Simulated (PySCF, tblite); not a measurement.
# C₈H₁₀NP: geometry, infrared bands and NMR shifts

Wanted: the infrared bands and NMR shifts of C₈H₁₀NP (`Cc1ccnc(C2CC2)p1`), by calculation.

The runs use tblite 0.8.0 and PySCF 2.14.0, with density-fitted response routines of our own; the level of theory stands in each step. All values are computed, except where a source is named. Atoms count from 0, in the outputs and in this text.

### Step 1. Starting geometry

20 atoms, charge 0, multiplicity 1; geometry from: force field or distance geometry start.

Bonds of the start (Å): C0–C1 1.46, C1–C2 1.37, C2–C3 1.36, C3–N4 1.33, N4–C5 1.32, C5–C6 1.48, C6–C7 1.54, C7–C8 1.53, C5–P9 1.75, P9–C1 1.76, C8–C6 1.49, C0–H10 1.10, C0–H11 1.10, C0–H12 1.13, C2–H13 1.10, C3–H14 1.10, C6–H15 1.12, C7–H16 1.10, C7–H17 1.10, C8–H18 1.11, C8–H19 1.11.

### Step 2. Optimising the geometry with GFN2-xTB

What the job is given:

```
{"job": {"kind": "relax", "xc": "GFN2-xTB", "basis": "xTB"}, "charge": 0, "multiplicity": 1}
C     -3.535200    -0.905900    -0.144900
C     -2.222400    -0.271400    -0.171900
C     -1.998800     1.074000    -0.302800
C     -0.783700     1.689500    -0.334200
N      0.392500     1.084600    -0.204800
C      0.655600    -0.201400    -0.059500
C      2.008100    -0.789800     0.059300
C      2.919100    -0.060200     1.058300
C      3.236300    -0.101200    -0.433100
P     -0.761000    -1.234500     0.007700
H     -3.998800    -0.856700    -1.143000
H     -3.481200    -1.949300     0.197700
H     -4.176600    -0.328700     0.579800
H     -2.903500     1.691700    -0.413500
H     -0.783200     2.783600    -0.446500
H      2.056400    -1.902400     0.202200
H      3.566400    -0.728600     1.645500
H      2.504400     0.848500     1.510400
H      4.110500    -0.734800    -0.703400
H      3.190100     0.903500    -0.906200
```

Started as:

```bash
OMP_NUM_THREADS=1 python probes_run.py task.json out
```

The driver reads the jobs from task.json and runs them one after another.

**Question.** This job is followed by: GFN2-xTB harmonic vibrations, gas phase; GIAO PBE0/pcSseg-1 NMR shielding, non-relativistic, gas phase. Predict these results of the whole session: strongest single infrared mode (GFN2-xTB); zero-point energy (GFN2-xTB); 13C shifts against TMS (PBE0/pcSseg-1, means over atoms taken as alike); 1H shifts against TMS (PBE0/pcSseg-1, means over atoms taken as alike); 15N shifts against NH3 (PBE0/pcSseg-1); 31P shifts against H3PO4 (PBE0/pcSseg-1).

As calculated:

```
                                                               quantity                                             value
                              strongest single infrared mode (GFN2-xTB)                              1082 cm⁻¹, 80 km/mol
                                           zero-point energy (GFN2-xTB)                                     99.4 kcal/mol
13C shifts against TMS (PBE0/pcSseg-1, means over atoms taken as alike)  210.9, 193.0, 152.8, 127.2, 28.0, 26.8, 17.5 ppm
 1H shifts against TMS (PBE0/pcSseg-1, means over atoms taken as alike)            8.85, 7.36, 2.81, 2.59, 1.40, 1.09 ppm
                                 15N shifts against NH3 (PBE0/pcSseg-1)                                         341.5 ppm
                               31P shifts against H3PO4 (PBE0/pcSseg-1)                                         198.9 ppm
```

The optimisation took 99 steps and gained 0.821 eV; among the close pairs (by a distance rule), C0–C1 changed most, from 1.458 to 1.500 Å. All 54 modes are real, so the xTB geometry is a minimum. The strongest single mode, at 1082 cm⁻¹, is spread over many atoms; the largest shares are those of C5, H15. Unscaled tight-binding wavenumbers are off by several per cent, some by more. Its intensities can rank the bands wrongly. At PBE0/pcSseg-1: The largest span, 707 ppm, is at N4, where the paramagnetic term is -408 ppm. NICS(1)zz of -23 ppm above the planar ring from C1 marks a diatropic (aromatic) ring current.
